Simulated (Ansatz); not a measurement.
**C₂H₃FOSi: from a rough start to a minimum**

What shape does C₂H₃FOSi take? The plan is to relax it, then compute its harmonic vibrations to see whether it is a minimum and to get the zero-point energy and entropy.

The runs use Ansatz 0.2.0, Gaussian basis; RKS PBE0-D4/def2-TZVP.

Plan: relaxation at PBE-D4/def2-SVP; relaxation at PBE0-D4/def2-TZVP; harmonic vibrations at the same level.

1 further run of the same task is left out (set aside as unsound or not needed).

## (1) The starting structure

SMILES `O[SiH]1C=C1F`, 8 atoms, charge 0, spin multiplicity 1.

Atoms are counted from 1 here; the program's logs count them from 0.

Bond lengths: O1–Si2 1.582 Å, O1–H6 1.004 Å, Si2–C3 1.782 Å, Si2–C4 1.797 Å, Si2–H7 1.499 Å, C3–C4 1.380 Å, C3–H8 1.017 Å, C4–F5 1.367 Å. Angles: Si2–O1–H6 118.9°, O1–Si2–C3 111.1°, O1–Si2–C4 121.3°, O1–Si2–H7 117.3°, C3–Si2–C4 45.4°, C3–Si2–H7 110.9°, C4–Si2–H7 121.4°, Si2–C3–C4 67.9°, Si2–C3–H8 143.0°, C4–C3–H8 128.0°, Si2–C4–C3 66.8°, Si2–C4–F5 130.2°, C3–C4–F5 114.9°.

Geometry (Å):

```xyz
8

O    -1.14690    1.16230    0.65400
Si    0.28750    0.49700    0.70380
C     0.26580   -1.12950   -0.02380
C     1.02560   -0.24210   -0.75820
F     0.67350   -0.13560   -2.07520
H    -1.65000    1.16650   -0.21450
H     0.99210    0.48160    2.02660
H    -0.35550   -1.85720   -0.36850
```

The start is a force-field geometry with small random shifts, so a cheaper pass at PBE-D4/def2-SVP comes first.

## (2) Optimising with PBE-D4/def2-SVP (cheap first pass)

Contents of in.yaml:

```yaml
crystal:
  periodic: [false, false, false]
  atoms:
    - {symbol: O, position_ang: [-1.146900, 1.162300, 0.654000]}
    - {symbol: Si, position_ang: [0.287500, 0.497000, 0.703800]}
    - {symbol: C, position_ang: [0.265800, -1.129500, -0.023800]}
    - {symbol: C, position_ang: [1.025600, -0.242100, -0.758200]}
    - {symbol: F, position_ang: [0.673500, -0.135600, -2.075200]}
    - {symbol: H, position_ang: [-1.650000, 1.166500, -0.214500]}
    - {symbol: H, position_ang: [0.992100, 0.481600, 2.026600]}
    - {symbol: H, position_ang: [-0.355500, -1.857200, -0.368500]}
basis:
  gaussian: {orbitals: def2-SVP}
hamiltonian: {xc: pbe, dispersion: d4}
relax: {f_tol: 0.03, max_steps: 200}
```

Run with:

```console
ansatz run in.yaml --threads 2 --pin off --events-out ev --progress --plain --max-ram 4352MiB
```

Standard output (excerpt; [...] marks lines left out):

```text
Functional definition: PBE
  name "PBE"
  cite "Perdew, Burke & Ernzerhof, Phys. Rev. Lett. 77, 3865 (1996) doi:10.1103/PhysRevLett.77.3865"
  parent pbe
[...]
977 factors; their error is unknown
[...]
mean field -14742.47650687 eV, -541.7760188179 hartree, gradient 2.7e-5 eV, S^2 0.000000; 0 other end points of the search recorded, 0 dependent functions left out
[...]
reference -14742.47653410 eV, -541.7760198186 hartree; 23, 23 occupied and 66, 66 virtual orbitals, 977 factors
relax step   1: F+E_penalty+E_count = -14742.64135458 eV  Δ(F+E_penalty+E_count) = +0.000e0 eV  max|allowed force component| = 3.393e0 eV/Å  Δτ_max = 0.0000 Å  (28 SCF iters, accepted)
[...]
relax step   3: F+E_penalty+E_count = -14743.98322191 eV  Δ(F+E_penalty+E_count) = -4.019e-1 eV  max|allowed force component| = 1.990e0 eV/Å  Δτ_max = 0.1976 Å  (36 SCF iters, accepted)
[...]
relax step   5: F+E_penalty+E_count = -14744.26863559 eV  Δ(F+E_penalty+E_count) = -1.113e-1 eV  max|allowed force component| = 5.429e-1 eV/Å  Δτ_max = 0.1328 Å  (29 SCF iters, accepted)
[...]
relax step   7: F+E_penalty+E_count = -14744.29393570 eV  Δ(F+E_penalty+E_count) = -2.530e-2 eV  max|allowed force component| = 1.493e-1 eV/Å  Δτ_max = 0.0634 Å  (31 SCF iters, accepted)
[...]
relax step   9: F+E_penalty+E_count = -14744.29818049 eV  Δ(F+E_penalty+E_count) = +3.562e-3 eV  max|allowed force component| = 1.896e-1 eV/Å  Δτ_max = 0.0615 Å  (29 SCF iters, rejected (line search))
[...]
relax step  10: F+E_penalty+E_count = -14744.30325996 eV  Δ(F+E_penalty+E_count) = -1.518e-3 eV  max|allowed force component| = 1.618e-2 eV/Å  Δτ_max = 0.0187 Å  (31 SCF iters, accepted)
977 factors; their error is unknown
[...]
mean field -14744.14801801 eV, -541.8374457195 hartree, gradient 1.8e-5 eV, S^2 0.000000; 1 other end points of the search recorded, 0 dependent functions left out
[...]
reference -14744.14804644 eV, -541.8374467641 hartree; 23, 23 occupied and 66, 66 virtual orbitals, 977 factors
Total energy: -14744.30328839 eV, -541.8431518006 hartree
Atom 0 at    -1.160203     1.434442     0.887401 Å, force     0.000730    -0.016184    -0.010764 eV/Å
Atom 1 at     0.138449     0.402719     0.659217 Å, force    -0.007860     0.013374     0.008034 eV/Å
Atom 2 at     0.078074    -1.208145    -0.230051 Å, force    -0.004045    -0.005493     0.006809 eV/Å
Atom 3 at     0.736610    -0.252603    -0.929315 Å, force    -0.004135    -0.009040    -0.011056 eV/Å
Atom 4 at     1.336368    -0.233640    -2.119919 Å, force     0.005800     0.002581    -0.009233 eV/Å
Atom 5 at    -1.853374     1.385658     0.204297 Å, force     0.010441     0.007637     0.010642 eV/Å
Atom 6 at     1.003590     0.683652     1.840651 Å, force    -0.005817     0.000304     0.003938 eV/Å
Atom 7 at    -0.187414    -2.269084    -0.368081 Å, force     0.004887     0.006820     0.001630 eV/Å
Dipole moment:    -0.254906    -0.095854    -0.029956 e Å
```

Wall time 13 s (2 threads of Arm Neoverse V2, shared host).

The steps of the relaxation: (the energy doesn't fall at every step)

| step | energy from step 1 (eV) | largest force component (eV/Å) |
| --- | --- | --- |
| 1 | 0.0000 | 3.3932 |
| 2 | -0.9400 | 1.8239 |
| 3 | -1.3419 | 1.9900 |
| 4 | -1.5160 | 0.9697 |
| 5 | -1.6273 | 0.5429 |
| 6 | -1.6079 | 1.2455 |
| 7 | -1.6526 | 0.1493 |
| 8 | -1.6604 | 0.1490 |
| 9 | -1.6568 | 0.1896 |
| 10 | -1.6619 | 0.0162 |

Distances of close pairs at the start and the end, largest changes first:

| bond | before (Å) | after (Å) | change (Å) |
| --- | --- | --- | --- |
| O1–Si2 | 1.582 | 1.674 | +0.092 |
| C3–H8 | 1.017 | 1.102 | +0.085 |
| Si2–C3 | 1.782 | 1.841 | +0.059 |
| C4–F5 | 1.367 | 1.333 | -0.034 |
| O1–H6 | 1.004 | 0.974 | -0.029 |
| C3–C4 | 1.380 | 1.355 | -0.025 |
| Si2–C4 | 1.797 | 1.820 | +0.023 |
| Si2–H7 | 1.499 | 1.491 | -0.008 |

## (3) Relaxation at PBE0-D4/def2-TZVP

Contents of in.yaml:

```yaml
crystal:
  periodic: [false, false, false]
  atoms:
    - {symbol: O, position_ang: [-1.160203, 1.434442, 0.887401]}
    - {symbol: Si, position_ang: [0.138449, 0.402719, 0.659217]}
    - {symbol: C, position_ang: [0.078074, -1.208145, -0.230051]}
    - {symbol: C, position_ang: [0.736610, -0.252603, -0.929315]}
    - {symbol: F, position_ang: [1.336368, -0.233640, -2.119919]}
    - {symbol: H, position_ang: [-1.853374, 1.385658, 0.204297]}
    - {symbol: H, position_ang: [1.003590, 0.683652, 1.840651]}
    - {symbol: H, position_ang: [-0.187414, -2.269084, -0.368081]}
basis:
  gaussian: {orbitals: def2-TZVP}
hamiltonian: {xc: pbe0, dispersion: d4}
relax: {f_tol: 0.005, max_steps: 150}
```

Launched as before.

Standard output (excerpt; [...] marks lines left out):

```text
Functional definition: PBE0
  name "PBE0"
  cite "Adamo & Barone, J. Chem. Phys. 110, 6158 (1999) doi:10.1063/1.478522"
  cite "Perdew, Burke & Ernzerhof, Phys. Rev. Lett. 77, 3865 (1996) doi:10.1103/PhysRevLett.77.3865"
  parent pbe
[...]
1067 factors; their error is unknown
[...]
mean field -14756.04236606 eV, -542.2745549481 hartree, gradient 5.4e-5 eV, S^2 0.000000; 0 other end points of the search recorded, 0 dependent functions left out
[...]
reference -14756.04239349 eV, -542.2745559561 hartree; 23, 23 occupied and 156, 156 virtual orbitals, 1067 factors
relax step   1: F+E_penalty+E_count = -14756.17252749 eV  Δ(F+E_penalty+E_count) = +0.000e0 eV  max|allowed force component| = 7.508e-1 eV/Å  Δτ_max = 0.0000 Å  (30 SCF iters, accepted)
[...]
reference -14756.11051715 eV, -542.2770594543 hartree; 23, 23 occupied and 156, 156 virtual orbitals, 1067 factors
Total energy: -14756.24191003 eV, -542.2818880535 hartree
Atom 0 at    -1.139424     1.399304     0.862383 Å, force     0.002525    -0.002602    -0.001486 eV/Å
Atom 1 at     0.134601     0.395841     0.655447 Å, force     0.000010     0.000397    -0.001228 eV/Å
Atom 2 at     0.078242    -1.190602    -0.218256 Å, force     0.001345    -0.001126    -0.001004 eV/Å
Atom 3 at     0.721729    -0.243940    -0.907521 Å, force     0.000377    -0.001392    -0.000851 eV/Å
Atom 4 at     1.307108    -0.233352    -2.094052 Å, force     0.000564     0.001434     0.001435 eV/Å
Atom 5 at    -1.828548     1.378135     0.195090 Å, force    -0.001928     0.003022     0.002836 eV/Å
Atom 6 at     0.994692     0.670353     1.820055 Å, force    -0.002245     0.000657    -0.001136 eV/Å
Atom 7 at    -0.176299    -2.232741    -0.368947 Å, force    -0.000648    -0.000391     0.001433 eV/Å
Dipole moment:    -0.269979    -0.105627     0.020991 e Å
```

It took 26 s on 2 threads of Arm Neoverse V2, shared host; peak memory 0.38 GiB.

Relaxation path:

| step | energy from step 1 (eV) | largest force component (eV/Å) |
| --- | --- | --- |
| 1 | 0.0000 | 0.7508 |
| 2 | -0.0538 | 0.4603 |
| 3 | -0.0683 | 0.0634 |
| 4 | -0.0687 | 0.0452 |
| 5 | -0.0693 | 0.0112 |
| 6 | -0.0693 | 0.0218 |
| 7 | -0.0694 | 0.0030 |

Distances of close pairs at the start and the end, largest changes first:

| bond | before (Å) | after (Å) | change (Å) |
| --- | --- | --- | --- |
| O1–Si2 | 1.674 | 1.635 | -0.039 |
| Si2–C4 | 1.820 | 1.788 | -0.032 |
| Si2–C3 | 1.841 | 1.812 | -0.029 |
| C3–H8 | 1.102 | 1.083 | -0.019 |
| C3–C4 | 1.355 | 1.336 | -0.019 |
| Si2–H7 | 1.491 | 1.474 | -0.017 |
| O1–H6 | 0.974 | 0.959 | -0.015 |
| C4–F5 | 1.333 | 1.323 | -0.010 |

Mulliken charges of the relaxed molecule (report file):

| atom | value (e) |
| --- | --- |
| O1 | -0.52 |
| Si2 | 0.39 |
| C3 | -0.25 |
| C4 | 0.08 |
| F5 | -0.17 |
| H6 | 0.33 |
| H7 | -0.01 |
| H8 | 0.15 |

## (4) Force constants and modes

Contents of in.yaml:

```yaml
crystal:
  periodic: [false, false, false]
  atoms:
    - {symbol: O, position_ang: [-1.139424, 1.399304, 0.862383]}
    - {symbol: Si, position_ang: [0.134601, 0.395841, 0.655447]}
    - {symbol: C, position_ang: [0.078242, -1.190602, -0.218256]}
    - {symbol: C, position_ang: [0.721729, -0.243940, -0.907521]}
    - {symbol: F, position_ang: [1.307108, -0.233352, -2.094052]}
    - {symbol: H, position_ang: [-1.828548, 1.378135, 0.195090]}
    - {symbol: H, position_ang: [0.994692, 0.670353, 1.820055]}
    - {symbol: H, position_ang: [-0.176299, -2.232741, -0.368947]}
basis:
  gaussian: {orbitals: def2-TZVP}
hamiltonian: {xc: pbe0, dispersion: d4}
phonons: {temperatures: {t_min: 298.15, t_max: 900, t_step: 200}}
```

Same command.

Standard output (excerpt; [...] marks lines left out):

```text
Functional definition: PBE0
  name "PBE0"
  cite "Adamo & Barone, J. Chem. Phys. 110, 6158 (1999) doi:10.1063/1.478522"
  cite "Perdew, Burke & Ernzerhof, Phys. Rev. Lett. 77, 3865 (1996) doi:10.1103/PhysRevLett.77.3865"
  parent pbe
[...]
1067 factors; their error is unknown
[...]
mean field -14756.11048921 eV, -542.2770584274 hartree, gradient 5.3e-5 eV, S^2 0.000000; 0 other end points of the search recorded, 0 dependent functions left out
[...]
reference -14756.11051639 eV, -542.2770594265 hartree; 23, 23 occupied and 156, 156 virtual orbitals, 1067 factors
[...]
1067 factors; their error is unknown
mean field -14756.11032803 eV, -542.2770525043 hartree, gradient 1.4e-6 eV, S^2 0.000000; 0 other end points of the search recorded, 0 dependent functions left out
[...]
reference -14756.11035523 eV, -542.2770535037 hartree; 23, 23 occupied and 156, 156 virtual orbitals, 1067 factors
[...]
Atom 0 at    -1.139424     1.399304     0.862383 Å, force     0.002492    -0.002608    -0.001485 eV/Å
Atom 1 at     0.134601     0.395841     0.655447 Å, force     0.000009     0.000411    -0.001242 eV/Å
Atom 2 at     0.078242    -1.190602    -0.218256 Å, force     0.001340    -0.001137    -0.001032 eV/Å
Atom 3 at     0.721729    -0.243940    -0.907521 Å, force     0.000385    -0.001418    -0.000844 eV/Å
Atom 4 at     1.307108    -0.233352    -2.094052 Å, force     0.000549     0.001433     0.001454 eV/Å
Atom 5 at    -1.828548     1.378135     0.195090 Å, force    -0.001900     0.003024     0.002844 eV/Å
Atom 6 at     0.994692     0.670353     1.820055 Å, force    -0.002236     0.000661    -0.001131 eV/Å
Atom 7 at    -0.176299    -2.232741    -0.368947 Å, force    -0.000638    -0.000367     0.001435 eV/Å
Dipole moment:    -0.269979    -0.105628     0.020993 e Å
Vibrations: 169.47 265.73 338.61 386.86 438.42 644.21 654.58 719.90 804.89 883.04 908.51 941.69 1033.04 1243.87 1638.22 2286.31 3214.80 3907.46 cm⁻¹, zero-point energy 1.269575 eV
```

Wall time 1.8 min (2 threads of Arm Neoverse V2, shared host); peak memory 0.4 GiB.

Motions are named by where the mode's potential energy lies. The modes, unscaled (a negative number is an imaginary wavenumber):

| mode | cm⁻¹ | motion |
| --- | --- | --- |
| 1 | 169 | bend |
| 2 | 266 | bend |
| 3 | 339 | bend with torsion |
| 4 | 387 | torsion with bend |
| 5 | 438 | out-of-plane bend with bend |
| 6 | 644 | bend |
| 7 | 655 | torsion with bend |
| 8 | 720 | Si–C stretch with bend |
| 9 | 805 | bend |
| 10 | 883 | out-of-plane bend |
| 11 | 909 | bend |
| 12 | 942 | Si–O stretch |
| 13 | 1033 | bend |
| 14 | 1244 | bend with C–F stretch |
| 15 | 1638 | mixed, led by C–C stretch |
| 16 | 2286 | Si–H stretch |
| 17 | 3215 | C–H stretch |
| 18 | 3907 | O–H stretch |

Ideal gas, rigid rotor and harmonic oscillator at 298.15 K and 1 bar, with symmetry number 1:

| term | value |
| --- | --- |
| zero-point energy | 29.3 kcal/mol |
| H(298) − E | 33.3 kcal/mol |
| entropy, translation | 165.0 J/(mol K) |
| entropy, rotation | 109.3 J/(mol K) |
| entropy, vibration | 37.2 J/(mol K) |
| entropy, total | 311.4 J/(mol K) |

## (5) Results

```
                  quantity            value
               point group               C1
                     steps           10 + 7
shift from the start (rms)          0.393 Å
              total energy   -14756.2419 eV
           dispersion term         -131 meV
             dipole moment           1.40 D
lowest, highest wavenumber   169, 3907 cm⁻¹
         zero-point energy    29.3 kcal/mol
       entropy at 298.15 K  311.4 J/(mol K)
```

What this shows: The relaxed geometry lies 0.39 Å (rms) from the start; the bond that changed most is C3–H8, from 1.017 to 1.083 Å. No mode is imaginary: a true minimum at this level. The stiffest mode, 3907 cm⁻¹, is an O–H stretch. Harmonic hybrid wavenumbers usually lie a few per cent above measured fundamentals. The largest Mulliken charge, -0.52 e, sits on O1.
